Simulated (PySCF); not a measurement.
# C5H15AlOSi (AlMe2(OSiMe3)): the cost of one run

Programs: PySCF 2.14.0, with density-fitted response routines of our own. Each step states its level of theory. These are calculated values for one molecule in the gas phase, unless marked as measured. Atoms are numbered from 0 throughout.

## (1) The starting structure

23 atoms, charge 0, multiplicity 1; geometry from: GFN2-xTB. The atoms were then displaced at random by about 0.03 Å, so the start is not that level's minimum.

Bonds of the start (Å): Al0–C1 1.91, Al0–C5 2.10, Al0–O9 1.66, C1–H2 1.07, C1–H3 1.17, C1–H4 1.09, C5–H6 1.07, C5–H7 1.09, C5–H8 1.14, O9–Si10 1.65, Si10–C11 1.88, Si10–C12 1.87, Si10–C13 1.89, C11–H14 1.13, C11–H15 1.11, C11–H16 1.09, C12–H17 1.08, C12–H18 1.08, C12–H19 1.12, C13–H20 1.11, C13–H21 1.15, C13–H22 1.09.

## (2) Geometry optimisation at PBE0-D3(BJ)/def2-SVP

What the job is given:

```
{"job": {"xc": "PBE0", "basis": "def2-SVP", "d3": "d3bj", "grid": 1, "maxiter": 40, "shake": 0.03, "kind": "geom"}, "charge": 0, "multiplicity": 1}
Al     0.934810     1.295740     1.110410
C      2.765510     1.008430     1.553250
H      3.154830     1.772780     2.189280
H      3.504000     0.984530     0.650000
H      2.889300     0.034010     2.025150
C     -0.266390     2.954190     1.591610
H     -1.179260     2.611750     2.029520
H     -0.458680     3.562000     0.707590
H      0.218980     3.619080     2.379490
O      0.113370     0.190070     0.185440
Si    -0.634940    -0.959830    -0.732470
C     -2.019500    -0.126520    -1.696770
C     -1.352860    -2.273190     0.382140
C      0.639400    -1.658490    -1.936740
H     -2.580960    -0.883200    -2.328860
H     -1.671520     0.696830    -2.350340
H     -2.749510     0.355950    -1.045870
H     -2.007970    -1.877910     1.139290
H     -1.774280    -3.116650    -0.134440
H     -0.537580    -2.736920     0.995580
H      1.028870    -0.896730    -2.648770
H      1.554820    -2.149260    -1.445620
H      0.286830    -2.417000    -2.640620
```

Started as:

```bash
$ OMP_NUM_THREADS=2 python probes_run.py task.json out
```

This one command runs all jobs of the session in turn.

**Question.** How long does this first job take on 2 threads of Intel Xeon 6975P-C, shared host, and how much memory does it need?

About 45 s, with a peak of 0.92 GiB.
